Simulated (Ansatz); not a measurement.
# NiRh: how the settings move a single-point run

How sensitive is a single-point run of NiRh to its settings? A reference run comes first, then one run with altered input.

Computed with Ansatz 0.2.0 (reference: DFT, PBEsol, PAW with Ansatz's default frozen-core files, scalar-relativistic, unless a step's input says otherwise).

1 further run of the same task is left out (it didn't finish).

## (1) The starting structure

The structure is trigonal, space group R-3m (No. 166). Conventional cell: a = 2.628 Å, b = 2.628 Å, c = 12.335 Å, α = 90.00°, β = 90.00°, γ = 120.00°. Ni (site symmetry -3m) has 6 Rh at 2.56 Å and 6 Ni at 2.63 Å as nearest neighbours. Rh (site symmetry -3m) is surrounded by 6 Ni at 2.56 Å and 6 Rh at 2.63 Å.

Coordinates:

```cif
data_structure
_symmetry_space_group_name_H-M 'P 1'
_symmetry_Int_Tables_number 1
_cell_length_a 4.3828
_cell_length_b 4.3828
_cell_length_c 4.3828
_cell_angle_alpha 34.896
_cell_angle_beta 34.896
_cell_angle_gamma 34.896
_cell_volume 24.60
loop_
_atom_site_label
_atom_site_type_symbol
_atom_site_fract_x
_atom_site_fract_y
_atom_site_fract_z
_atom_site_occupancy
Ni1 Ni 0.00000 0.00000 0.00000 1
Rh1 Rh 0.50000 0.50000 0.50000 1
```

## (2) Reference

The input, input.yaml:

```yaml
crystal:
  lattice:
    - [1.31412834, 0.7587123509, 4.1117064147]
    - [-1.31412834, 0.7587123509, 4.1117064147]
    - [0.0, -1.5174247017, 4.1117064147]
  atoms:
    - { symbol: Ni, position: [0.0, 0.0, 0.0], spin: 0.275 }
    - { symbol: Rh, position: [0.5, 0.5, 0.5], spin: 0.115 }
magnetization:
  spin_polarized: true
  initial_magnetization: 0.39
  spin_locking: { lock_magnetization: hard }
kpoints:
  mp_grid: { grid: [15, 15, 15] }
scf:
  occupations: { method: fermi_dirac, width: 0.05 }
  lower_state_search: "off"
hamiltonian:
  xc: pbesol
  pseudopotentials: { kind: paw }
output:
  forces: true
  stress: true
  eigenvalues: true
```

Command:

```sh
ansatz run input.yaml --threads 1 --pin off --max-ram 3072MiB --backend cpu --events-out ev --progress --plain --runs-dir out
```

## (3) Variant: preconditioner resta

Changes to input.yaml since step 2:

```diff
@@ -17,2 +17,3 @@
   lower_state_search: "off"
+  mixing: { preconditioner: resta }
 hamiltonian:
```

**Question.** What will these runs give? Wanted: for each run, ending; energy change; pressure; abs. moment; force.

The runs gave:

| run | ending | energy change | pressure (GPa) | abs. moment (μB) | force (eV/Å) | cycles | time |
| --- | --- | --- | --- | --- | --- | --- | --- |
| reference | converged | 0 | -3.4 | 0.42 | 0.00 | 14 | 34 s |
| 1: preconditioner resta | converged | 0.0 meV/atom | -3.4 | 0.42 | 0.00 | 16 | 36 s |

Residual by cycle in the longest SCF loop of each run; runs are numbered as in the table. The quantity is the density residual dr2, in eV.

| cycle | reference | run 1 |
| --- | --- | --- |
| 1 | 27.9 | 27.9 |
| 2 | 5.82 | 183 |
| 4 | 0.292 | 0.718 |
| 5 | 0.0568 | 3.74 |
| 6 | 0.0239 | 0.533 |
| 8 | 0.00191 | 0.0648 |
| 9 | 9.9e-4 | 6.2e-4 |
| 11 | 2.5e-6 | 4.7e-4 |
| 12 | 7.0e-8 | 1.0e-5 |
| 13 | 3.2e-7 | 1.4e-5 |
| 15 | - | 1.1e-6 |
| 16 | - | 9.7e-9 |

What this shows: Same state: the changed mixing leaves the energy within 0.5 meV/atom. Cost: 16 SCF cycles against 14.
